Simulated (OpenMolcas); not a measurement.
# MoO3 (molybdenum trioxide): B98/def2-TZVP (Cholesky decomposition, core potential), part 2 of 2

OpenMolcas 26.06.

## 3. The doublet cation

geom.xyz

```xyz
4

O     -0.968000    -0.149800     1.262500
Mo    -0.138100    -0.336500    -0.200300
O      1.507000    -0.607600     0.088800
O     -0.345200     1.033600    -1.171400
```

job.input

```
* MoO3 Kohn-Sham DFT

&GATEWAY
  BasLib
  $CurrDir
  Coord
  geom.xyz
  Basis
  def2-TZVP
  Group
  NoSym

&SEWARD
  Medium

&SCF
  UHF
  Charge
  1
  Spin
  2
  KSDFT
  HYB_GGA_XC_SB98_2C
  PrOrbitals
  1 1
```

The basis set def2-TZVP is read from a file made from the Basis Set Exchange's data (not shown).

Run with:

```console
$ export MOLCAS_MEM=1860
$ pymolcas job.input > job.log
```

Standard output:

```text
--- Start Module: gateway ---

                                              &GATEWAY

                       available to each process: 1.9 GB of memory, 1 thread

 Basis Set     1 Label: O.DEF2-TZVP
 Basis set is read from library:.
 basistype.tbl is not found

 Basis Set     2 Label: MO.DEF2-TZVP
 Basis set is read from library:.
 basistype.tbl is not found

 Basis Set     3 Label: O.DEF2-TZVP
 Basis set is read from library:.
 basistype.tbl is not found

++    Symmetry information:
      ---------------------

                    Character Table for C1

                             E
                    a        1  x, y, xy, Rz, z, xz, Ry, yz, Rx, I
--

++    Basis set information:
      ----------------------

      Basis set label: O.DEF2-TZVP.........

      Electronic valence basis set:
      ------------------
      Associated Effective Charge   8.000000 au
      Associated Actual Charge      8.000000 au
      Nuclear Model: Point charge

      Shell  nPrim  nBasis  Cartesian Spherical Contaminant
         s      11       5        X
         p       6       3        X
         d       2       2                 X
         f       1       1                 X

      Basis set label: MO.DEF2-TZVP....ECP.....

      Electronic valence basis set:
      ------------------
      Associated Effective Charge  14.000000 au
      Associated Actual Charge     42.000000 au
      Nuclear Model: Point charge

      Shell  nPrim  nBasis  Cartesian Spherical Contaminant
         s       7       6        X
         p       7       4        X
         d       5       3                 X
         f       1       1                 X

      Pseudo Potential specification:
      =======================================

      Number of Core Electrons:  28

      Potential  nTerms
           H       2
         s-H       4
         p-H       4
         d-H       4

      Effective Core Potential specification:
      =======================================

      Basis set label: O.DEF2-TZVP.........

      Electronic valence basis set:
      ------------------
      Associated Effective Charge   8.000000 au
      Associated Actual Charge      8.000000 au
      Nuclear Model: Point charge

      Shell  nPrim  nBasis  Cartesian Spherical Contaminant
         s      11       5        X
         p       6       3        X
         d       2       2                 X
         f       1       1                 X
--

++    Molecular structure info:
      -------------------------

                    ************************************************
                    **** Cartesian Coordinates / bohr, angstrom ****
                    ************************************************

     Center  Label                x              y              z                     x              y              z
        1      O1              -1.829255      -0.283081       2.385779             -0.968000      -0.149800       1.262500
        2      MO2             -0.260971      -0.635893      -0.378512             -0.138100      -0.336500      -0.200300
        3      O3               2.847817      -1.148198       0.167808              1.507000      -0.607600       0.088800
        4      O4              -0.652333       1.953221      -2.213625             -0.345200       1.033600      -1.171400

                    ***************************************
                    *    InterNuclear Distances / bohr    *
                    ***************************************

               1 O1            2 MO2           3 O3            4 O4
    1 O1       0.000000
    2 MO2      3.197702        0.000000
    3 O3       5.248126        3.197732        0.000000
    4 O4       5.247924        3.197548        5.247959        0.000000

                    *******************************************
                    *    InterNuclear Distances / angstrom    *
                    *******************************************

               1 O1            2 MO2           3 O3            4 O4
    1 O1       0.000000
    2 MO2      1.692151        0.000000
    3 O3       2.777189        1.692167        0.000000
    4 O4       2.777082        1.692070        2.777100        0.000000
--

            Nuclear Potential Energy            141.66216375 au

--- Stop Module: gateway /rc=_RC_ALL_IS_WELL_ ---

--- Start Module: seward ---

                                              &SEWARD

                       available to each process: 1.9 GB of memory, 1 thread

               SEWARD will generate:
                  Multipole Moment integrals up to order  2
                  Kinetic Energy integrals
                  Nuclear Attraction integrals (point charge)
                  One-Electron Hamiltonian integrals modified with ECP contributions
                  Velocity integrals
                  Pseudo Potential integrals
                  Orbital angular momentum around ( -0.1350  -0.3695  -0.2167 )
                  Velocity quadrupole around ( -0.1350  -0.3695  -0.2167 )
                  Cholesky decomposed two-electron repulsion integrals
                   - CD Threshold:   1.00E-06

                   Integrals are discarded if absolute value <: 1.00E-40
                   Integral cutoff threshold is set to       <: 1.00E-40

            Nuclear Potential Energy            141.66216375 au

      Basis set specifications :
      Symmetry species         a
      Basis functions          133

--- Stop Module: seward /rc=_RC_ALL_IS_WELL_ ---
--- Module seward spent 10 seconds ---

--- Start Module: scf ---

                                                &SCF

                       available to each process: 1.9 GB of memory, 1 thread
[... 15 lines left out ...]
      Nuclear repulsion energy =  141.66216375
[... 65 lines left out ...]
++ Convergence information
                               UHF [...]      iterations: Energy and convergence statistics
[... 36 lines left out ...]
       Convergence after  36 Iterations
[... 3 lines left out ...]
 *                                             SCF/KS-DFT Program, Final results                                             *
 *                                                       Final Results                                                       *
[... 53 lines left out ...]
          Orbital           11        12        13        14        15        16        17        18        19        20
          Energy           -0.7178   -0.7178   -0.6986   -0.6986   -0.6975   -0.6200   -0.5863   -0.5863   -0.5104   -0.4219
          Occ. No.          1.0000    1.0000    1.0000    1.0000    1.0000    1.0000    1.0000    1.0000    0.0000    0.0000

          Orbital           21        22        23        24        25        26        27        28        29
          Energy           -0.3579   -0.3579   -0.2435   -0.2435   -0.2277   -0.1341   -0.1156   -0.1156   -0.0535
          Occ. No.          0.0000    0.0000    0.0000    0.0000    0.0000    0.0000    0.0000    0.0000    0.0000

--

++    Molecular charges:
      ------------------

      Mulliken charges per centre and basis function type
      ---------------------------------------------------

                            O1                      MO2                     O3                      O4
                     alpha        beta       alpha        beta       alpha        beta       alpha        beta
      1s           1.9879      1.9870      1.0501      1.0550      1.9879      1.9870      1.9879      1.9870
      2px          0.7951      0.5959      1.0226      1.0324      0.7482      0.7196      0.8428      0.5079
      2pz          0.7711      0.6835      1.0227      1.0316      0.8424      0.5230      0.7611      0.6656
[... 16 lines of this table left out ...]
      Charge           -0.2952                  1.8853                 -0.2951                 -0.2950

      Total electronic charge=   37.000000

      Total            charge=    1.000000
--

++    Molecular orbitals:
      -------------------

      Title: Natural orbitals

      Molecular orbitals for symmetry species 1: a

          Orbital            1         2         3         4         5         6         7         8         9        10
          Energy          -19.4824  -19.4798  -19.4144   -3.0533   -1.9802   -1.9681   -1.9684   -0.7027   -0.7028   -0.7518
          Occ. No.          2.0000    2.0000    2.0000    2.0000    2.0000    2.0000    2.0000    2.0000    2.0000    1.9999

          Orbital           11        12        13        14        15        16        17        18        19        20
          Energy           -1.2205   -1.2204   -1.1636   -0.7268   -0.7269   -0.6789   -0.6607   -0.6608   -0.5785   -0.2697
          Occ. No.          1.9999    1.9999    1.9999    1.9994    1.9994    1.9993    1.9882    1.9882    1.0000    0.0118

          Orbital           21        22        23        24        25        26        27        28        29        30
          Energy           -0.2696   -0.3337   -0.2278   -0.2279    0.6300    1.1747    1.1747    0.8681    0.7451    0.7457
          Occ. No.          0.0118    0.0007    0.0006    0.0006    0.0001    0.0001    0.0001    0.0001    0.0000    0.0000

          Orbital           31        32        33        34        35        36        37        38        39        40
          Energy            1.0690    1.0693    1.1564    2.9209    6.0921    6.0921    5.6063    0.1599    0.6907    0.2057
          Occ. No.          0.0000    0.0000    0.0000    0.0000    0.0000    0.0000    0.0000    0.0000    0.0000    0.0000

          Orbital           41        42        43        44        45        46        47        48        49        50
          Energy            0.6851    0.5089    0.3888    0.5628    0.4683    0.3173    0.6588    0.8072    1.0331    3.4711
          Occ. No.          0.0000    0.0000    0.0000    0.0000    0.0000    0.0000    0.0000    0.0000    0.0000    0.0000

          Orbital           51        52        53        54        55        56        57        58        59        60
          Energy            0.7144    0.5994   24.4546   85.3740    0.6967    0.7276    0.5307    0.3347    1.1532    0.7246
          Occ. No.          0.0000    0.0000    0.0000    0.0000    0.0000    0.0000    0.0000    0.0000    0.0000    0.0000

          Orbital           61        62        63        64        65        66        67        68        69        70
          Energy            0.6361    1.1938    1.3118    0.8654    0.4497    0.8676    4.6849    1.0148    1.1940    3.9882
          Occ. No.          0.0000    0.0000    0.0000    0.0000    0.0000    0.0000    0.0000    0.0000    0.0000    0.0000

          Orbital           71        72        73        74        75        76        77        78        79        80
          Energy            4.2708    2.2110    1.2219    4.8781    0.9690    6.1660    6.0377    2.3093    1.4946    4.6491
          Occ. No.          0.0000    0.0000    0.0000    0.0000    0.0000    0.0000    0.0000    0.0000    0.0000    0.0000

          Orbital           81        82        83        84        85        86        87        88        89        90
          Energy            5.1868    1.8327    1.0287    2.1685    4.6562    1.1688    4.1504    0.4115    4.7461    4.4506
          Occ. No.          0.0000    0.0000    0.0000    0.0000    0.0000    0.0000    0.0000    0.0000    0.0000    0.0000

          Orbital           91        92        93        94        95        96        97        98        99       100
          Energy            4.6372    4.3644    2.0113    2.2097    1.6404    1.4849    1.8623    1.8829    3.2201    1.5067
          Occ. No.          0.0000    0.0000    0.0000    0.0000    0.0000    0.0000    0.0000    0.0000    0.0000    0.0000

          Orbital          101       102       103       104       105       106       107       108       109       110
          Energy            4.6659    6.3166    6.0470    5.2790    6.1544    4.4602    4.7649    4.1839    1.6409    3.4809
          Occ. No.          0.0000    0.0000    0.0000    0.0000    0.0000    0.0000    0.0000    0.0000    0.0000    0.0000

          Orbital          111       112       113       114       115       116       117       118       119       120
          Energy            4.0295    4.4046    1.6531    1.7087    4.7839    4.6229    4.8017    6.3512    6.1019    4.9213
          Occ. No.          0.0000    0.0000    0.0000    0.0000    0.0000    0.0000    0.0000    0.0000    0.0000    0.0000

          Orbital          121       122       123       124       125       126
          Energy            3.2654    4.8219    4.7667    4.8100    5.9250    4.7762
          Occ. No.          0.0000    0.0000    0.0000    0.0000    0.0000    0.0000

--

++    Molecular properties:
      ---------------------

      Charge (e):
                      =    1.0000
      Dipole Moment (debye):
      Origin of the operator (angstrom)=   -0.0714   -0.1955   -0.1147
                   X= -1.4574E+00               Y= -3.0806E+00               Z= -1.8727E+00           Total=  3.8886E+00
      Center of Charge (angstrom)
                     X=   -0.37485983               Y=   -0.83689571               Z=   -0.50458823
      Quadrupole Moment (debye*angstrom):
      Origin of the operator (angstrom)=   -0.0714   -0.1955   -0.1147
                  XX= -3.3228E+01              XY=  1.5753E+00              XZ=  9.5678E-01              YY= -3.0641E+01
                  YZ=  2.0213E+00              ZZ= -3.2745E+01
      In traceless form (debye*angstrom)
                  XX= -1.5352E+00              XY=  2.3629E+00              XZ=  1.4352E+00              YY=  2.3458E+00
                  YZ=  3.0320E+00              ZZ= -8.1057E-01
--

--- Stop Module: scf /rc=_RC_ALL_IS_WELL_ ---
--- Module scf spent 1 minute 19 seconds ---

.##################.
.# Happy landing! #.
.##################.

    Timing: Wall=90.06 User=86.84 System=3.20
```

Wall time 91 s (1 thread of Arm Neoverse N1, shared host); peak memory 0.099 GiB.

## 4. Summary of results

What follows sums up all 2 parts.

At B98/def2-TZVP (Cholesky decomposition, core potential):

| quantity | value |
| --- | --- |
| singlet MoO3: total energy | -293.95865 Eh |
| singlet MoO3: dipole moment | 5.01 D |
| singlet MoO3: HOMO energy | -8.87 eV |
| singlet MoO3: LUMO energy | -4.83 eV |
| singlet MoO3: HOMO–LUMO gap | 4.05 eV |
| doublet cation: total energy | -293.54053 Eh |
| doublet cation: HOMO energy (highest over α and β) | -15.95 eV |
| doublet cation: LUMO energy (lowest over α and β) | -13.89 eV |
| doublet cation: ⟨S²⟩ | 0.802 |
| vertical ionisation energy (to the doublet cation) | 11.378 eV |

In words: Removing an electron at fixed nuclei costs 11.38 eV (262 kcal/mol). −ε(HOMO) before ionisation, 8.87 eV, is 2.50 eV below this ionisation energy. Mulliken charges (singlet MoO3) run from -0.57 on O1 to +1.71 on Mo2; they depend strongly on the basis. Mulliken charges (doublet cation) run from -0.30 on O1 to +1.89 on Mo2.
